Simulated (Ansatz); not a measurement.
# CH6InNO: a ladder of functionals and wavefunction methods

One table from this session's results is given with a row withheld; the runs are named, their logs left out.

Computed with Ansatz 0.2.0, Gaussian basis. Level: functionals in def2-TZVPP, the program's frozen cores in correlated methods.

Levels to be run: PBE-D4, r2SCAN-D4, PBE0-D4, B3LYP-D4, ωB97X-V, ωB97M-V, B2PLYP; CCSD(T)/def2-TZVPP; MP2/def2-QZVPP; extrapolation to the limit.

## The relaxed structure

All runs share one geometry, relaxed beforehand with PBE0-D4 in a triple-zeta def2 set. In takes the def2 core potential; no spin-orbit term is included.

SMILES `NC[O][InH2]`, 10 atoms, charge 0, spin multiplicity 1.

Atoms are counted from 1 here; the program's logs count them from 0.

Bond lengths: N1–C2 1.433 Å, N1–H5 1.013 Å, N1–H6 1.013 Å, C2–O3 1.406 Å, C2–H7 1.098 Å, C2–H8 1.100 Å, O3–In4 1.990 Å, In4–H9 1.713 Å, In4–H10 1.703 Å. Angles: C2–N1–H5 109.9°, C2–N1–H6 110.5°, H5–N1–H6 107.2°, N1–C2–O3 113.9°, N1–C2–H7 107.5°, N1–C2–H8 107.6°, O3–C2–H7 108.5°, O3–C2–H8 111.6°, H7–C2–H8 107.5°, C2–O3–In4 124.2°, O3–In4–H9 112.6°, O3–In4–H10 111.8°, H9–In4–H10 135.6°.

Geometry (Å):

```mol
CH6InNO
  3D, bonds by distance, orders not assigned

 10  9  0  0  0  0  0  0  0  0999 V2000
   -1.7796   -0.7347    0.0314 N   0  0
   -0.3532   -0.8393    0.1150 C   0  0
    0.3337    0.0673   -0.7116 O   0  0
    1.7617    1.2989   -0.0759 In  0  0
   -2.0794   -0.8614   -0.9278 H   0  0
   -2.0854    0.1866    0.3214 H   0  0
   -0.0795   -1.8592   -0.1841 H   0  0
   -0.0719   -0.7182    1.1719 H   0  0
    2.0112    1.1999    1.6162 H   0  0
    2.4256    2.2091   -1.3534 H   0  0
  1  2  8  0
  2  3  8  0
  3  4  8  0
  1  5  8  0
  1  6  8  0
  2  7  8  0
  2  8  8  0
  4  9  8  0
  4 10  8  0
M  END
```

Set-up of the first run:

Input file in.yaml:

```yaml
crystal:
  periodic: [false, false, false]
  atoms:
    - {symbol: N, position_ang: [-1.779649, -0.734670, 0.031409]}
    - {symbol: C, position_ang: [-0.353193, -0.839261, 0.114994]}
    - {symbol: O, position_ang: [0.333655, 0.067342, -0.711618]}
    - {symbol: In, position_ang: [1.761740, 1.298867, -0.075908]}
    - {symbol: H, position_ang: [-2.079440, -0.861418, -0.927831]}
    - {symbol: H, position_ang: [-2.085389, 0.186565, 0.321351]}
    - {symbol: H, position_ang: [-0.079506, -1.859208, -0.184093]}
    - {symbol: H, position_ang: [-0.071922, -0.718227, 1.171882]}
    - {symbol: H, position_ang: [2.011179, 1.199890, 1.616245]}
    - {symbol: H, position_ang: [2.425624, 2.209119, -1.353432]}
basis:
  gaussian: {orbitals: def2-TZVPP}
hamiltonian: {xc: pbe, dispersion: d4}
output: {forces: true, orbitals: {seedname: orbitals}}
```

Run with:

```sh
$ ansatz run in.yaml --threads 4 --pin off --events-out ev --progress --plain --max-ram 10444MiB
```

Among the steps run: PBE-D4 (GGA); r2SCAN-D4 (meta-GGA); PBE0-D4 (hybrid); B3LYP-D4 (hybrid); ωB97X-V (range-separated); ωB97M-V (range-separated); B2PLYP (double hybrid); CCSD(T) in def2-TZVPP; MP2 in def2-QZVPP.

One table of the session follows, with a row left open; its other results are not shown here.

It belongs to the step «Atomisation energies». 

| method | atoms, summed (eV) | atomisation energy (kJ/mol) |
| --- | --- | --- |
| PBE-D4 | -9808.421 | 3233.4 |
| r2SCAN-D4 | -9813.884 | 3166.2 |
| PBE0-D4 | -9809.378 | 3155.0 |
| B3LYP-D4 | -9816.760 | 3165.0 |
| ωB97X-V | -9812.136 | 3193.5 |
| ωB97M-V | -9810.839 | 3185.7 |
| B2PLYP | ? | ? |
| HF/def2-TZVPP | -9772.146 | 2135.9 |
| MP2/def2-TZVPP | -9787.142 | 3112.1 |
| CCSD/def2-TZVPP | -9788.520 | 3034.2 |
| CCSD(T)/def2-TZVPP | -9788.884 | 3087.8 |
| MP2/CBS | -9797.563 | 3208.1 |
| CCSD(T)/CBS | -9799.305 | 3183.8 |

Estimate the missing values for B2PLYP.

**Answer.** atoms, summed (eV): -9805.426; atomisation energy (kJ/mol): 3127.7. In the column «atoms, summed (eV)» it lies between PBE-D4 (-9808.421) and CCSD(T)/CBS (-9799.305).
